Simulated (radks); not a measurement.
**Excited configurations of Au⁺**

An exercise on one series of results from a longer session: the logs are not shown, and one member is left open.

The numbers are computed with radks (a radial shooting solver on a logarithmic mesh, Libxc functionals) version 1 (Dirac Kohn-Sham, LDA (Slater exchange, Perdew-Wang correlation), spin-unpolarised, spherical densities, point nucleus; open shells fill j = l - 1/2 first), except any that are marked as measured or tabulated.

## The system

- element: gold (Z = 79)
- charge: +1
- electrons: 78
- configuration: [Xe] 4f14 5d10

The first run:

Input:

```text
Z 79
configuration [Xe] 4f14 5d10
relativity Dirac
functional lda,pw
spin unpolarised
j_filling energy
nucleus point
c 137.035999084
```

Steps of the session up to this table: Ground configuration: [Xe] 4f14 5d10.

One table of the session follows, with a row left open; its other results are not shown here.

It belongs to the step «Ground configuration: [Xe] 4f14 5d10». From the orbitals of this run (lengths in bohr):

```
level     <r>  outermost maximum (interpolated)  90 % within  nodes
4d5/2  0.4634                             0.415        0.692      1
5s1/2  0.9271                             0.848         1.33      4
4f5/2  0.4953                             0.373        0.796      0
4f7/2  0.5024                             0.377        0.807      0
5p1/2   1.003                             0.896         1.46      3
5p3/2   1.104                             0.977         1.61      3
5d3/2       ?                                 ?            ?      ?
5d5/2   1.607                              1.23         2.53      2
```

**Question.** Estimate the row for 5d3/2.

The run gave: <r>: 1.537; outermost maximum (interpolated): 1.19; 90 % within: 2.40; nodes: 2. In the column «<r>» it lies between 5p3/2 (1.104) and 5d5/2 (1.607).

Limits of these values: Spin polarisation and multiplet splitting are left out, so open shells lie too high by an amount that depends on their filling.
